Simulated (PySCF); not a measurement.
# C4H7FSi: the cost of one run

Programs: PySCF 2.14.0, with density-fitted response routines of our own. Each step states its level of theory. These are calculated values for one molecule in the gas phase, unless marked as measured. Atoms are numbered from 0 throughout.

### 1 Starting geometry

13 atoms, charge 0, multiplicity 1; geometry from: PBE0-D3(BJ)/def2-SVP.

Bonds of the start (Å): F0–C1 1.33, C1–C2 1.33, C2–C3 1.52, C3–C4 1.56, C4–Si5 1.90, Si5–C2 1.87, C1–H6 1.09, C3–H7 1.10, C3–H8 1.10, C4–H9 1.10, C4–H10 1.10, Si5–H11 1.50, Si5–H12 1.50.

### 2 Core holes by ΔSCF: SCAN, X2C

Job settings and geometry (Å):

```
{"job": {"kind": "xps"}, "charge": 0, "multiplicity": 1}
F      2.699029    -0.160189    -1.281244
C      1.811456     0.711286    -0.799203
C      0.651605     0.327603    -0.278149
C      0.090486    -1.079849    -0.122975
C     -1.289005    -0.774640     0.539071
Si    -0.874535     1.083377     0.497480
H      2.158346     1.745828    -0.886723
H     -0.006251    -1.596121    -1.093204
H      0.734196    -1.716913     0.507007
H     -2.150525    -1.081169    -0.071512
H     -1.409212    -1.214741     1.539392
H     -0.692578     1.776091     1.811996
H     -1.721043     1.961738    -0.369829
```

With the program's defaults for keys left out, this is: delta-SCF UKS SCAN, pcX-2 on the ionised atom, pcseg-1 elsewhere, spin-free X2C.

On the command line:

```console
> OMP_NUM_THREADS=1 python probes_run.py task.json out
```

This one command runs all jobs of the session in turn.

Q: Estimate the wall time and peak memory of this first job on 1 thread of Arm Neoverse V1, shared host.

About 52 s, with a peak of 0.61 GiB.
